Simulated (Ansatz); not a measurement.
The system is Cd2S.

```
CELL_PARAMETERS angstrom
3.96267 0.00000 0.00000
-1.98134 3.43177 0.00000
0.00000 0.00000 5.80919
ATOMIC_POSITIONS crystal
Cd 0.33333 0.66667 0.93272
Cd 0.66667 0.33333 0.57873
S 0.33333 0.66667 0.36571
```

The cell comes from a database or a generator and needn't be the stable form of this composition.

Base run:

```yaml
Program: Ansatz 0.2.0
Functional: r2SCAN
Potentials_or_basis: Ansatz PAW
Cutoff: "500 eV (not typed: the program's choice for these potentials)"
k_mesh: 8 × 8 × 5
Occupations: fermi-dirac, width 0.05 eV
Spin: no spin polarisation
```

Its results: pressure -1.7 GPa; largest force 0.034 eV/Å.

Q: The run is repeated on the same cell with these changes: functional from r2SCAN to PBEsol; cutoff from 500 eV (not typed: the program's choice for these potentials) to 420 eV (not typed: the program's choice for these potentials). What comes out?

A: Pressure -3.0 GPa; largest force 0.145 eV/Å.

Caveats: the PAW data sets come from PBE, with cores solved anew for the run's functional, which leaves a small shift of forces and pressure.
